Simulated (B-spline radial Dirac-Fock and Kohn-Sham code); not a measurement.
# Inner shells of Ga²⁷⁺

What does theory give for Ga²⁷⁺? The session works out its X-ray form factor and Compton profile and the binding energy of each subshell.

Program: B-spline radial Dirac-Fock and Kohn-Sham code, version 2. Model: a free atom or ion on a radial basis; each step names its model. All values are calculated, but those marked as tabulated.

## 1. The atom as given

Gallium as Ga²⁷⁺ in the configuration [He] 2s2.

| Quantity | Value |
| --- | --- |
| nuclear charge | 31 |
| electrons | 4 |
| mass number | 69 |
| nuclear rms radius | 3.9973 fm |

Outer shells as boxes (Hund's rule, for the drawing alone; heavy ions are jj-coupled, and the calculation averages over the configuration):

```
[He] core
2s [↑↓]
```

## 2. Form factor and Compton profile

Model: Dirac-Fock average of configuration, finite nucleus; form factor of the spherical density, Waller-Hartree incoherent function, impulse-approximation Compton profiles.

The run's settings:

```ini
task = scatter
Z = 31
charge = 27
configuration = 1s2 2s2
mass_number = 69
rms_radius = 3.9973  # fm
s = [0.0, 0.05, 0.1, 0.15, 0.2, 0.25, 0.3, 0.35, 0.4, 0.45, 0.5, 0.6, 0.7, 0.8, 0.9, 1.0, 1.1, 1.2, 1.4, 1.6, 1.8, 2.0, 2.5, 3.0, 3.5, 4.0, 5.0, 6.0]  # 1/A
pz = [0, 0.1, 0.2, 0.3, 0.4, 0.5, 0.6, 0.8, 1.0, 1.2, 1.4, 1.6, 1.8, 2.0, 2.5, 3.0, 4.0, 5.0, 7.0, 10.0, 15.0, 20.0, 30.0, 40.0, 60.0, 100.0]  # a.u.
photon_energy = [5000, 8047.8, 17479.3, 20000, 30000, 50000, 500000, 1000000]  # eV
```

Results of the run (chosen fields of its result record, rounded):

```text
{
  "status": "converged",
  "form_factor [e]": [4.0, 3.9982, 3.9927, 3.9835, 3.9708, 3.9545, 3.9347, 3.9116, 3.8853, 3.8558, 3.8233, 3.7499, 3.6665, 3.5743, 3.4751, 3.3702, 3.2612, 3.1497, 2.9246, 2.7047, 2.4979, 2.3093, 1.9317, 1.6798, 1.5172, 1.4049, 1.2321, 1.0659],
  "incoherent": [8.2601e-13, 0.0036755, 0.014666, 0.032865, 0.058096, 0.090117, 0.12862, 0.17326, 0.2236, 0.2792, 0.33957, 0.47247, 0.61794, 0.77148, 0.92879, 1.0859, 1.2393, 1.3862, 1.6524, 1.8749, 2.0531, 2.1925, 2.427, 2.5895, 2.7381, 2.8854, 3.1634, 3.3989],
  "compton_total [1/a.u.]": [0.23775, 0.23769, 0.23749, 0.23718, 0.23673, 0.23616, 0.23547, 0.23371, 0.23148, 0.22879, 0.22567, 0.22214, 0.21822, 0.21395, 0.20197, 0.18853, 0.15955, 0.13104, 0.085449, 0.051054, 0.034024, 0.023705, 0.0094217, 0.0036206, 0.00067077, 5.7136e-05],
  "shells": ["1s1/2", "2s1/2"],
  "occupation": [2.0, 2.0],
  "mean_momentum [a.u.]": [26.869, 10.08],
  "r2 [bohr^2]": 0.099822,
  "r_inverse [1/bohr]": 77.994,
  "r1 [bohr]": 0.49633,
  "coherent [b]": [10.335, 9.8771, 7.7986, 7.2152, 5.2682, 3.1811, 0.090271, 0.023372],
  "incoherent_cross_section [b]": [0.074695, 0.18, 0.59959, 0.70078, 0.98808, 1.2469, 1.1193, 0.83476]
}
```

Form factor and incoherent function, every second point:

```
s (1/Å)  f (e)  f / N     S(s)
      0  4.000  1.000        0
  0.100  3.993  0.998  0.01467
  0.200  3.971  0.993  0.05810
  0.300  3.935  0.984   0.1286
  0.400  3.885  0.971   0.2236
  0.500  3.823  0.956   0.3396
  0.700  3.666  0.917   0.6179
  0.900  3.475  0.869   0.9288
   1.10  3.261  0.815    1.239
   1.40  2.925  0.731    1.652
   1.80  2.498  0.624    2.053
   2.50  1.932  0.483    2.427
   3.50  1.517  0.379    2.738
   5.00  1.232  0.308    3.163
```

## 3. Binding energies

Model: Dirac-Fock average of configuration, Delta-SCF, finite nucleus, first-order Breit with its frequency dependence, self-energy and vacuum polarisation.

The run's settings:

```ini
task = binding
```

Results of the run (chosen fields of its result record, rounded):

```text
{
  "status": "converged",
  "shells": ["K", "L1"],
  "total_energy_parts [Ha]": [-1168.9129, 0.475570952, -0.0089672749, 0.000206561038, 0.627989065, -0.058922393],
  "koopmans [eV]": [12387.3, 2862.98],
  "dirac_coulomb [eV]": [12382.6, 2862.69],
  "gaunt [eV]": [-11.5689, -1.22572],
  "retardation [eV]": [0.114503, 0.118891],
  "breit_frequency [eV]": [-0.00234561, -0.00272193],
  "self_energy [eV]": [-7.31228, -0.917907],
  "vacuum_polarisation [eV]": [0.692325, 0.0805822],
  "binding [eV]": [12364.5, 2860.74],
  "mean_radius [bohr]": [0.0481901, 0.199976]
}
```

total_energy_parts: Dirac-Coulomb, Gaunt, retardation, frequency dependence, self-energy, vacuum polarisation. 

Each level as Koopmans' value plus corrections (eV):

```
level       -ε  relaxation   Breit    QED  binding
   1s  12387.3       -4.71  -11.46  -6.62  12364.5
   2s   2863.0       -0.29   -1.11  -0.84   2860.7
```

## 4. Outcome

| quantity | value |
| --- | --- |
| rms radius of the electron cloud | 0.158 bohr |
| form factor halves at | 2.4 1/Å |
| Compton profile at zero | 0.2377 1/a.u. |
| deepest level listed, K (1s) | 12364.5 eV |
| least bound, L1 (2s) | 2860.7 eV |
| ionisation energy, NIST (semi-empirical) | 2868.00 eV |

In words: The form factor starts at the 4 electrons and halves by s = 2.4 1/Å. Incoherent scattering outweighs coherent from 500 keV on, among the energies asked. The K (1s) level lies 4.71 eV under Koopmans' value by relaxation alone; Breit gives -11.46 and QED -6.62 eV. NIST's ionisation energy differs by +7.26 eV from the least binding energy; correlation is missing from the calculation. The Hartree-Fock and Dirac-Fock values hold no electron correlation.
